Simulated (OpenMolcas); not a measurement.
**doublet [Ge2H6]+ at 6 levels**

Aim: a comparison of 6 runs (UHF/3-21G, U-r2SCAN/6-31G*, UB3LYP/6-31G*, UBLYP/6-31G*, UPBE/6-31G*, ROCCSD(T)/6-31G*) of doublet [Ge2H6]+. 

The calculation is run with OpenMolcas 26.06.

### 1 The molecule

[Ge2H6]+: 8 atoms, total charge +1, spin state doublet. SMILES of the parent species: `[GeH3][GeH3]`. Geometry: relaxed at PBE0-D4/def2-TZVP. That shape belongs to the parent species and isn't relaxed for this state.

Bond lengths: Ge1–Ge2 2.420 Å, Ge1–H3 1.537 Å, Ge1–H4 1.537 Å, Ge1–H5 1.537 Å, Ge2–H6 1.537 Å, Ge2–H7 1.537 Å, Ge2–H8 1.537 Å. Some angles: Ge1–Ge2–H6 110.3°, Ge1–Ge2–H7 110.3°, Ge1–Ge2–H8 110.3°, Ge2–Ge1–H3 110.3°, Ge2–Ge1–H4 110.3°, Ge2–Ge1–H5 110.3°, H6–Ge2–H7 108.6°, H6–Ge2–H8 108.6°, H7–Ge2–H8 108.6°, H3–Ge1–H4 108.6°.

### 2 The energy at UHF/3-21G (run 1)

File mol.inp:

```
>>> EXPORT MOLCAS_PRINT=2

&GATEWAY
 BasLib
 $CurrDir
 BasisSet
 Ge.3-21G....
 Ge1 -0.569150 0.281910 -1.029950 angstrom
 Ge2 0.569150 -0.281910 1.029950 angstrom
 End of Basis
 BasisSet
 H.3-21G....
 H3 -0.360530 -0.825230 -2.075830 angstrom
 H4 -2.077470 0.442320 -0.780090 angstrom
 H5 -0.023210 1.601970 -1.597890 angstrom
 H6 0.367430 0.829100 2.073090 angstrom
 H7 2.076310 -0.450460 0.778490 angstrom
 H8 0.017470 -1.597700 1.602230 angstrom
 End of Basis

&SEWARD

&SCF
 UHF
 Charge
 1
 Spin
 2
 Thresholds
 1e-10 1e-07 1e-07 1e-05
 PrOrbitals
 1 2
```

The basis set 3-21G is read from a file made from the Basis Set Exchange's data (not shown).

On the command line:

```bash
$ export MOLCAS_MEM=1860
$ pymolcas mol.inp > mol.log
```

Output:

```text
--- Start Module: gateway ---
[...]
--- Stop Module: gateway /rc=_RC_ALL_IS_WELL_ ---
--- Start Module: seward ---
[...]
      Basis functions           56
--- Stop Module: seward /rc=_RC_ALL_IS_WELL_ ---
--- Start Module: scf ---
[...]
       Convergence after  17 Iterations
[...]
::    Total SCF energy                              -4133.7505806977
[...]
      Total spin, S                                     0.5018567192
[...]
      Total electronic charge=   69.000000
      Total            charge=    1.000000
[...]
      Dipole Moment (debye):
      Origin of the operator (angstrom)=   -0.0000   -0.0000   -0.0000
                   X=  2.1626E-06               Y=  3.2764E-07               Z=  6.6278E-08           Total=  2.1883E-06
      Center of Charge (angstrom)
[...]
--- Stop Module: scf /rc=_RC_ALL_IS_WELL_ ---
[...]
```

Run time: 2.9 s. Hardware: 1 thread of Arm Neoverse V1, shared host; peak memory 0.39 GiB.

### 3 The energy at U-r2SCAN/6-31G(d) (spherical functions) (run 2)

File coord.xyz:

```xyz
8

Ge    -0.569150     0.281910    -1.029950
Ge     0.569150    -0.281910     1.029950
H     -0.360530    -0.825230    -2.075830
H     -2.077470     0.442320    -0.780090
H     -0.023210     1.601970    -1.597890
H      0.367430     0.829100     2.073090
H      2.076310    -0.450460     0.778490
H      0.017470    -1.597700     1.602230
```

File calc.inp:

```
>>> EXPORT MOLCAS_PRINT=2

&GATEWAY
  BasLib
  $CurrDir
  Coord
  coord.xyz
  Basis
  6-31Gs
  Group
  NoSym

&SEWARD
  GridInput
  Grid=UltraFine
  End of Grid

&SCF
  UHF
  Charge
  1
  Spin
  2
  KSDFT
  2
  1.0 MGGA_X_R2SCAN
  1.0 MGGA_C_R2SCAN
  Thresholds
  1e-10 1e-07 1e-07 1e-05
  PrOrbitals
  1 1
```

The basis set 6-31G* is read from a file made from the Basis Set Exchange's data (not shown).

On the command line:

```bash
$ export MOLCAS_MEM=1860
$ pymolcas calc.inp > calc.log
```

Output:

```text
--- Start Module: gateway ---
[...]
--- Stop Module: gateway /rc=_RC_ALL_IS_WELL_ ---
--- Start Module: seward ---
[...]
      Basis functions           76
--- Stop Module: seward /rc=_RC_ALL_IS_WELL_ ---
[...]
--- Start Module: scf ---
[...]
       Convergence after  17 Iterations
[...]
::    Total KS-DFT energy                           -4156.6166904939
[...]
      Total spin, S                                     0.5012843023
[...]
      Total electronic charge=   69.000000
      Total            charge=    1.000000
[...]
      Dipole Moment (debye):
      Origin of the operator (angstrom)=   -0.0000   -0.0000   -0.0000
                   X=  4.2616E-06               Y= -2.4721E-07               Z=  1.4356E-06           Total=  4.5037E-06
      Center of Charge (angstrom)
[...]
--- Stop Module: scf /rc=_RC_ALL_IS_WELL_ ---
[...]
```

It took 46 s on 1 thread of Arm Neoverse V1, shared host; peak memory 0.43 GiB.

Runs 3 to 5 aren't shown in full; the table further down has their settings and results.

### 4 A single-point energy at ROCCSD(T)/6-31G(d) (spherical functions) (run 6)

File run.input:

```
&GATEWAY
  BasLib
  $CurrDir
  Coord
  8
  angstrom
  Ge      -0.569150       0.281910      -1.029950
  Ge       0.569150      -0.281910       1.029950
  H       -0.360530      -0.825230      -2.075830
  H       -2.077470       0.442320      -0.780090
  H       -0.023210       1.601970      -1.597890
  H        0.367430       0.829100       2.073090
  H        2.076310      -0.450460       0.778490
  H        0.017470      -1.597700       1.602230
  Basis
  6-31Gs
  Group
  NoSym

&SEWARD

&SCF
  UHF
  Charge
  1
  Spin
  2
  Thresholds
  1e-10 1e-07 1e-07 1e-05
  PrOrbitals
  1

&RASSCF
  FileOrb
  $Project.UnaOrb
  Spin
  2
  Nactel
  1 0 0
  Inactive
  34
  Ras2
  1
  OutOrbitals
  Canonical
  OrbListing
  NoCore

&MOTRA
  JobIph
  Frozen
  18

&CCSDT
  CCT
  Triples
  3
  Iterations
  80
  Accuracy
  1e-08
  Extrapolation
  5 4
```

The basis set 6-31G* is read from a file made from the Basis Set Exchange's data (not shown).

On the command line:

```bash
$ export MOLCAS_MEM=1860
$ pymolcas run.input > run.log
```

Output:

```text
--- Start Module: gateway ---
[...]
--- Stop Module: gateway /rc=_RC_ALL_IS_WELL_ ---
[...]
      Basis functions           76
[...]
       Convergence after  17 Iterations
[...]
::    Total SCF energy                              -4153.2720498462
[...]
      Total spin, S                                     0.5027991456
[...]
      Number of active orbitals                  1
[...]
      Spin quantum number                      0.5
[...]
      Active orbitals                            1
[...]
      Number of CSFs                             1
[...]
      Number of root(s) required                 1
[...]
      Convergence after  7 iterations
[...]
      printout of CI-coefficients larger than  0.05 for root  1
      energy=   -4153.270120
      conf/sym  1     Coeff  Weight
             1  u   1.00000 1.00000
      Natural orbitals and occupation numbers for root  1
      sym 1:   1.000000
      ************************************************************************************************************************
      *                                                    Final results                                                     *
[...]
::    RASSCF root number  1 Total energy:  -4153.27011965
[...]
      Total electronic charge=   69.000000
      Total            charge=    1.000000
[...]
      Dipole Moment (debye):
      Origin of the operator (angstrom)=   -0.0000   -0.0000   -0.0000
                   X=  3.0773E-06               Y= -1.6457E-06               Z= -1.1604E-06           Total=  3.6776E-06
      Center of Charge (angstrom)
[...]
--- Start Module: motra ---
[...]
      *** WARNING: Default frozen orbitals is overwritten by user input.
      *** Default values:  28
[...]
--- Stop Module: motra /rc=_RC_ALL_IS_WELL_ ---
--- Start Module: ccsdt ---
[...]
      Convergence after                    17  Iterations
      Total energy (diff) :   -4153.76610914      -0.00000000
[...]
 METHOD                       : CCSD+T(CCSD)+<T3(1)WT1>+<T3(1)UT2> = CCSD(T)
[...]
       CCSD     =     -4153.7661091411337
[...]
--- Stop Module: ccsdt /rc=_RC_ALL_IS_WELL_ ---
[...]
```

Run time: 35 s. Hardware: 1 thread of Arm Neoverse V1, shared host; peak memory 0.43 GiB.

### 5 All runs side by side

| run | level | integration grid | frozen core orbitals | energy (Eh) | HOMO energy (eV) | LUMO energy (eV) | ⟨S²⟩ | wall time |
| --- | --- | --- | --- | --- | --- | --- | --- | --- |
| 1 | UHF/3-21G | – | – | -4133.750581 | -17.96 | -9.09 | 0.754 | 2.9 s |
| 2 | U-r2SCAN/6-31G* (spherical functions) | UltraFine | – | -4156.616690 | -14.17 | -12.99 | 0.753 | 46 s |
| 3 | UB3LYP/6-31G* (spherical functions) | UltraFine | – | -4156.747798 | -14.85 | -12.59 | 0.751 | 34 s |
| 4 | UBLYP/6-31G* (spherical functions) | UltraFine | – | -4156.748104 | -13.71 | -13.03 | 0.751 | 33 s |
| 5 | UPBE/6-31G* (spherical functions) | UltraFine | – | -4156.008415 | -13.83 | -13.09 | 0.751 | 30 s |
| 6 | ROCCSD(T)/6-31G* (spherical functions) | – | 18 | -4153.775874 | – | – | – | 35 s |

### 6 Results

| quantity | value |
| --- | --- |
| run 6: total energy | -4153.77587 Eh |
| run 6: (T) correction | -9.76 mEh |

What this shows: Totals of different functionals can't be ranked against each other. All runs together took 3 min, the longest 46 s.
